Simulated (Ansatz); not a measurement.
**triplet GaNH2ClF at 6 levels**

Aim: a comparison of 6 runs (U-revPBE/6-31G*, UB3LYP/6-31G*, UBHLYP/6-31G*, UPBE/6-31G*, UBCCD(T)/6-31G*, UCCSD(T)/6-31G*) of triplet GaNH2ClF. 

The calculation is run with Ansatz 0.2.0.

128 further runs of the same task are left out: 128 set aside as unsound or not needed.

### 1 The molecule

The species is GaNH2ClF (6 atoms), meant as a triplet with charge 0. SMILES of the parent species: `[NH2][Ga]([F])[Cl]`. The coordinates come from a PBE0-D4/def2-TZVP relaxation. That shape belongs to the parent species and isn't relaxed for this state.

Bond lengths: N1–Ga2 1.791 Å, Ga2–F3 1.743 Å, Ga2–Cl4 2.117 Å, N1–H5 1.005 Å, N1–H6 1.005 Å. Angles: N1–Ga2–F3 119.0°, N1–Ga2–Cl4 124.0°, F3–Ga2–Cl4 116.9°, Ga2–N1–H5 121.8°, Ga2–N1–H6 122.2°, H5–N1–H6 113.3°.

### 2 The energy at U-revPBE/6-31G(d) (spherical functions) (run 1)

File run.yaml:

```yaml
basis:
  gaussian:
    orbitals: 6-31G_st_-spherical.json
crystal:
  periodic: [false, false, false]
  atoms:
    - symbol: N
      position_ang: [-0.193400, 1.027000, -0.045900]
    - symbol: Ga
      position_ang: [0.233000, -0.711000, 0.012900]
    - symbol: F
      position_ang: [1.569300, -1.221300, 1.009300]
    - symbol: Cl
      position_ang: [-0.740100, -2.208600, -1.123700]
    - symbol: H
      position_ang: [0.201900, 1.691500, 0.596800]
    - symbol: H
      position_ang: [-1.028600, 1.358600, -0.495600]
magnetization:
  spin_polarized: true
  initial_magnetization: 2
hamiltonian:
  xc: {name: revPBE}
accuracy: high
output: {orbitals: {seedname: orbitals}}
```

The basis set 6-31G* is read from a file made from the Basis Set Exchange's data (not shown).

On the command line:

```bash
ansatz run run.yaml --threads 1 --pin off --max-ram 3480MiB --events-out events.jsonl --progress --plain --runs-dir runs
```

What it wrote:

```text
Warning: RAYON_NUM_THREADS=1 ignored (pool sized by the plan → 1); use --threads N
Functional definition: revPBE
  name "revPBE"
  parameter kappa = 1.245
  parameter beta = 0.06672455060314922
  exchange = pbe_x(kappa = kappa, mu = beta*pi^2/3)
  correlation = pbe_c(beta = beta)
1713 factors; integrals over basis functions are off by at most 4.7e-9 eV
mean field evaluation 1: about -69107.8102 eV, gradient 5.6e1 eV
mean field evaluation 2: about -69010.8952 eV, gradient 1.4e2 eV
mean field evaluation 4: about -69103.3493 eV, gradient 6.2e1 eV
mean field evaluation 8: about -69122.3366 eV, gradient 2.2e0 eV
mean field evaluation 16: about -69122.3694 eV, gradient 1.1e-2 eV
mean field evaluation 32: about -69122.3694 eV, gradient 8.8e-8 eV
mean field evaluation 64: about -69121.1780 eV, gradient 1.0e1 eV
mean field evaluation 96: about -69122.3165 eV, gradient 6.7e-1 eV
mean field -69122.36937999 eV, -2540.2002218900 hartree, gradient 9.1e-9 eV, S^2 2.002522; 10 other end points of the search recorded, 0 dependent functions left out
reference -69122.36938538 eV, -2540.2002220880 hartree; 34, 32 occupied and 48, 50 virtual orbitals, 1713 factors
Total energy: -69122.36938538 eV, -2540.2002220880 hartree
```

Run time: 21 s. Hardware: 1 thread of Arm Neoverse V1, shared host; peak memory 0.27 GiB.

### 3 The energy at UB3LYP/6-31G(d) (spherical functions) (run 2)

File molecule.yaml:

```yaml
crystal:
  periodic: [false, false, false]
  atoms:
    - {symbol: "N", position_ang: [-0.193400, 1.027000, -0.045900]}
    - {symbol: Ga, position_ang: [0.233000, -0.711000, 0.012900]}
    - {symbol: F, position_ang: [1.569300, -1.221300, 1.009300]}
    - {symbol: Cl, position_ang: [-0.740100, -2.208600, -1.123700]}
    - {symbol: H, position_ang: [0.201900, 1.691500, 0.596800]}
    - {symbol: H, position_ang: [-1.028600, 1.358600, -0.495600]}
basis:
  gaussian:
    orbitals: 6-31G_st_-spherical.json
output: {orbitals: {seedname: orbitals}}
hamiltonian:
  xc: {name: B3LYP}
magnetization:
  spin_polarized: true
  initial_magnetization: 2
accuracy: high
```

The basis set 6-31G* is read from a file made from the Basis Set Exchange's data (not shown).

On the command line:

```bash
ansatz run molecule.yaml --threads 1 --pin off --max-ram 3480MiB --events-out events.jsonl --progress --plain --runs-dir runs
```

What it wrote:

```text
Warning: RAYON_NUM_THREADS=1 ignored (pool sized by the plan → 1); use --threads N
Functional definition: B3LYP
  name "B3LYP"
  parameter a0 = 0.2
  parameter ax = 0.72
  parameter ac = 0.81
  exchange = (1 - a0 - ax)*slater_x + ax*b88_x + a0*exact_x
  correlation = (1 - ac)*vwn_rpa_c + ac*lyp_c
1713 factors; integrals over basis functions are off by at most 4.7e-9 eV
mean field evaluation 1: about -69118.7272 eV, gradient 5.2e1 eV
mean field evaluation 2: about -69066.2517 eV, gradient 1.1e2 eV
mean field evaluation 4: about -69125.6425 eV, gradient 2.9e1 eV
mean field evaluation 8: about -69131.1702 eV, gradient 4.9e0 eV
mean field evaluation 16: about -69131.4638 eV, gradient 4.9e-2 eV
mean field evaluation 32: about -69131.4640 eV, gradient 1.2e-5 eV
mean field -69131.46395140 eV, -2540.5344412248 hartree, gradient 6.8e-8 eV, S^2 2.004082; 6 other end points of the search recorded, 0 dependent functions left out
reference -69131.46398991 eV, -2540.5344426401 hartree; 34, 32 occupied and 48, 50 virtual orbitals, 1713 factors
Total energy: -69131.46398991 eV, -2540.5344426401 hartree
```

It took 23 s on 1 thread of Arm Neoverse V1, shared host; peak memory 0.43 GiB.

Runs 3 to 5 aren't shown in full; the table further down has their settings and results.

### 4 A single-point energy at UCCSD(T)/6-31G(d) (spherical functions) (run 6)

File in.yaml:

```yaml
crystal:
  periodic: [false, false, false]
  atoms:
    - {symbol: "N", position_ang: [-0.193400, 1.027000, -0.045900]}
    - {symbol: Ga, position_ang: [0.233000, -0.711000, 0.012900]}
    - {symbol: F, position_ang: [1.569300, -1.221300, 1.009300]}
    - {symbol: Cl, position_ang: [-0.740100, -2.208600, -1.123700]}
    - {symbol: H, position_ang: [0.201900, 1.691500, 0.596800]}
    - {symbol: H, position_ang: [-1.028600, 1.358600, -0.495600]}
basis:
  gaussian:
    orbitals: 6-31G_st_-spherical.json
magnetization:
  spin_polarized: true
  initial_magnetization: 2
scf:
  omitted_lower_state_checks: [cluster_reference, increment]
accuracy: high
correlation:
  method: ccsd_t
  frozen_orbitals: {Cl: 5, F: 1, Ga: 9, H: 0, "N": 1}
```

The basis set 6-31G* is read from a file made from the Basis Set Exchange's data (not shown).

On the command line:

```bash
ansatz run in.yaml --threads 1 --pin off --max-ram 3480MiB --events-out events.jsonl --progress --plain --runs-dir runs
```

What it wrote:

```text
Warning: RAYON_NUM_THREADS=1 ignored (pool sized by the plan → 1); use --threads N
Functional definition: HF
  name "HF"
  exchange = exact_x
  correlation = 0
these checks for a lower state are left out or cut short: cluster_reference, increment
1713 factors; integrals over basis functions are off by at most 4.7e-9 eV
mean field evaluation 1: about -69043.9902 eV, gradient 2.5e1 eV
mean field evaluation 2: about -69044.0007 eV, gradient 2.5e1 eV
mean field evaluation 4: about -69047.0407 eV, gradient 2.5e0 eV
mean field evaluation 8: about -69047.1940 eV, gradient 3.5e-1 eV
mean field evaluation 16: about -69047.2427 eV, gradient 1.3e-2 eV
mean field evaluation 32: about -69042.8250 eV, gradient 6.2e0 eV
mean field evaluation 64: about -69047.2425 eV, gradient 1.2e-1 eV
mean field -69047.24274766 eV, -2537.4393690746 hartree, gradient 1.7e-8 eV, S^2 2.012352; 5 other end points of the search recorded, 0 dependent functions left out
16 core orbitals not correlated: weight in the atoms' cores, before any rotation towards them, 1.000 or more for the frozen orbitals, at most 0.000 for the correlated occupied ones
reference -69047.24274766 eV, -2537.4393690746 hartree; 18, 16 occupied and 48, 50 virtual orbitals, 1713 factors
second order -18.25002825 eV of doubles, -0.00000000 eV of singles
cycle   1  -17.97525155 eV  change    2.7e-1 eV  update   1.2e-1
cycle   2  -18.47327671 eV  change   -5.0e-1 eV  update   4.3e-2
cycle   3  -18.61184583 eV  change   -1.4e-1 eV  update   3.3e-2
cycle   4  -18.61635759 eV  change   -4.5e-3 eV  update   2.1e-2
cycle   5  -18.61692884 eV  change   -5.7e-4 eV  update   1.7e-2
cycle   6  -18.63452396 eV  change   -1.8e-2 eV  update   1.1e-2
cycle   7  -18.64239002 eV  change   -7.9e-3 eV  update   6.3e-3
cycle   8  -18.64380077 eV  change   -1.4e-3 eV  update   3.5e-3
cycle   9  -18.64390085 eV  change   -1.0e-4 eV  update   1.9e-3
cycle  10  -18.64325738 eV  change    6.4e-4 eV  update   1.1e-3
cycle  11  -18.64314328 eV  change    1.1e-4 eV  update   6.2e-4
cycle  12  -18.64345090 eV  change   -3.1e-4 eV  update   3.3e-4
cycle  13  -18.64366204 eV  change   -2.1e-4 eV  update   2.0e-4
cycle  14  -18.64373777 eV  change   -7.6e-5 eV  update   1.3e-4
cycle  15  -18.64373578 eV  change    2.0e-6 eV  update   7.4e-5
cycle  16  -18.64371999 eV  change    1.6e-5 eV  update   4.7e-5
cycle  17  -18.64371311 eV  change    6.9e-6 eV  update   2.1e-5
cycle  18  -18.64370817 eV  change    4.9e-6 eV  update   1.5e-5
cycle  19  -18.64371351 eV  change   -5.3e-6 eV  update   9.3e-6
cycle  20  -18.64371701 eV  change   -3.5e-6 eV  update   6.9e-6
cycle  21  -18.64372152 eV  change   -4.5e-6 eV  update   4.9e-6
cycle  22  -18.64372590 eV  change   -4.4e-6 eV  update   2.7e-6
cycle  23  -18.64372715 eV  change   -1.2e-6 eV  update   1.5e-6
cycle  24  -18.64372827 eV  change   -1.1e-6 eV  update   8.0e-7
cycle  25  -18.64372844 eV  change   -1.7e-7 eV  update   4.7e-7
cycle  26  -18.64372850 eV  change   -6.6e-8 eV  update   2.3e-7
cycle  27  -18.64372850 eV  change  -2.6e-10 eV  update   1.3e-7
cycle  28  -18.64372849 eV  change    7.2e-9 eV  update   7.8e-8
cycle  29  -18.64372851 eV  change   -1.2e-8 eV  update   5.4e-8
cycle  30  -18.64372848 eV  change    2.9e-8 eV  update   1.0e-7
cycle  31  -18.64372847 eV  change    3.5e-9 eV  update   3.5e-8
cycle  32  -18.64372846 eV  change    8.0e-9 eV  update   2.0e-8
cycle  33  -18.64372847 eV  change   -2.5e-9 eV  update   1.2e-8
cycle  34  -18.64372847 eV  change   -1.2e-9 eV  update   6.9e-9
cycle  35  -18.64372847 eV  change   -1.3e-9 eV  update   3.7e-9
perturbative correction -0.42000323 eV, -0.0154348340 hartree
Total energy: -69066.30647936 eV, -2538.1399482927 hartree
Checks for a lower state left out: cluster_reference, increment
```

Wall time 91 s (1 thread of Arm Neoverse V1, shared host); peak memory 0.71 GiB.

### 5 Overview of the runs

```
run                                  level  frozen core orbitals   energy (Eh)  HOMO energy (eV)   ⟨S²⟩  wall time
  1  U-revPBE/6-31G* (spherical functions)                     –  -2540.200222             -2.48  2.003       21 s
  2    UB3LYP/6-31G* (spherical functions)                     –  -2540.534443             -3.22  2.004       23 s
  3    UBHLYP/6-31G* (spherical functions)                     –  -2540.377329             -3.96  2.005       19 s
  4      UPBE/6-31G* (spherical functions)                     –  -2539.838300             -2.55  2.002       21 s
  5  UBCCD(T)/6-31G* (spherical functions)                    16  -2538.140690                 –  2.012    2.2 min
  6  UCCSD(T)/6-31G* (spherical functions)                    16  -2538.139948                 –  2.012       91 s
```

### 6 Results

| quantity | value |
| --- | --- |
| run 6: total energy | -2538.13995 Eh |
| run 6: correlation energy (16 core orbitals frozen) | -700.6 mEh |
| run 6: (T) correction | -15.43 mEh |
| run 6: ⟨S²⟩ of the reference determinant | 2.012 |
| run 6: T1 diagnostic | 0.038 |

**Reading.** Totals of different functionals can't be ranked against each other. All runs together took 5.1 min, the longest 2.2 min.
